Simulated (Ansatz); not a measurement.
**Ni: a trial structure relaxed**

Where does Ni go from the start given, alpha-gallium type (Cmce, No. 64)?

Program: Ansatz 0.2.0. Level of theory: DFT PBEsol, scalar-relativistic, plane waves, PAW. These are calculated values, not measurements.

## Step 1: The structure to begin with

It takes space group Cmce (No. 64, orthorhombic). The conventional cell has a = 3.748 Å, b = 6.351 Å, c = 3.753 Å, α = 90.00°, β = 90.00°, γ = 90.00°. Ni (site symmetry m) has 7 Ni at 2.02 to 2.32 Å as nearest neighbours.

Coordinates:

```cif
data_structure
_symmetry_space_group_name_H-M 'Cmce'
_symmetry_Int_Tables_number 64
_cell_length_a 3.7476
_cell_length_b 6.3515
_cell_length_c 3.7526
_cell_angle_alpha 90.000
_cell_angle_beta 90.000
_cell_angle_gamma 90.000
_cell_volume 89.32
loop_
_atom_site_label
_atom_site_type_symbol
_atom_site_symmetry_multiplicity
_atom_site_Wyckoff_symbol
_atom_site_fract_x
_atom_site_fract_y
_atom_site_fract_z
_atom_site_occupancy
Ni1 Ni 8 f 0.50000 0.34750 0.07850 1
```

(A quick probe on a coarse mesh, which set the mesh and smearing, is not shown.)

## Step 3: Rough relaxation on the coarse mesh

Contents of input.yaml:

```yaml
crystal:
  lattice:
    - [1.8737968294, -3.1757381341, 0.0]
    - [1.8737968294, 3.1757381341, 0.0]
    - [0.0, 0.0, 3.7525785973]
  atoms:
    - { symbol: Ni, position: [0.1525, 0.8475, 0.0785], spin: 0.77 }
    - { symbol: Ni, position: [0.6525, 0.3475, 0.4215], spin: 0.77 }
    - { symbol: Ni, position: [0.8475, 0.1525, 0.9215], spin: 0.77 }
    - { symbol: Ni, position: [0.3475, 0.6525, 0.5785], spin: 0.77 }
basis:
  ecutwfc: 420
kpoints:
  mp_grid: { grid: [6, 6, 4] }
hamiltonian:
  xc: pbesol
scf:
  occupations: { method: gaussian, width: 0.1 }
  lower_state_search: "off"
output:
  forces: true
  stress: true
  eigenvalues: true
  populations: true
magnetization:
  spin_polarized: true
relax:
  adjacent_minimum: "off"
  f_tol: 0.04
  max_steps: 70
  cell: { stress_tol: 0.4 }
```

The session goes on with these runs: a loose first relaxation; full relaxation.

Before running it: what results should come out?

**Answer**, as computed:

```
           quantity                                                                      value
cell (conventional)  a = 2.382 Å, b = 2.382 Å, c = 8.022 Å, α = 90.00°, β = 90.00°, γ = 90.00°
        space group                                                           I4/mmm (No. 139)
             volume                                                              11.38 Å³/atom
    gap on the mesh                                                               none (metal)
     largest moment                                                                    0.69 μB
```

In words: The structure ended in another space group than at the start: Cmce to I4/mmm.
